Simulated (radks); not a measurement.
# Spin polarisation of the 4d shell in Nb²⁺

An exercise on one series of results from a longer session: the logs are not shown, and one member is left open.

Program: radks (a radial shooting solver on a logarithmic mesh, Libxc functionals) version 1. Level of theory: non-relativistic Kohn-Sham, TPSS, spin-polarised, spherical densities, point nucleus. These are calculated values, not measurements, unless marked.

## The system

```
element       : niobium (Z = 41)
charge        : +2
electrons     : 39
configuration : [Kr] 4d(up 1.5, down 1.5)
```

A shell typed twice in an input gives spin up, then spin down.

Set-up of the first run:

Settings of this run:

```text
Z 41
configuration [Kr] 4d1.5 4d1.5
relativity non-relativistic
functional tpss,tpss
spin polarised
nucleus point
```

Among the steps run: No moment.

One table of the session follows, with a row left open; its other results are not shown here.

It belongs to the step «No moment». Sizes of the orbitals, from the radial functions (bohr):

| level | <r> | outermost maximum (interpolated) | 90 % within | nodes |
| --- | --- | --- | --- | --- |
| 2s | 0.1628 | 0.138 | 0.251 | 1 |
| 2p | 0.1397 | 0.108 | 0.227 | 0 |
| 3s | 0.4544 | 0.406 | 0.671 | 2 |
| 3p | 0.4507 | 0.394 | 0.681 | 1 |
| 3d | ? | ? | ? | ? |
| 4s | 1.184 | 1.06 | 1.72 | 3 |
| 4p | 1.302 | 1.13 | 1.93 | 2 |
| 4d | 1.826 | 1.43 | 2.88 | 1 |

Q: Estimate the row for 3d from the others.

**Answer.** <r>: 0.4323; outermost maximum (interpolated): 0.335; 90 % within: 0.692; nodes: 0. In the column «<r>» it lies between 2s (0.1628) and 3p (0.4507).
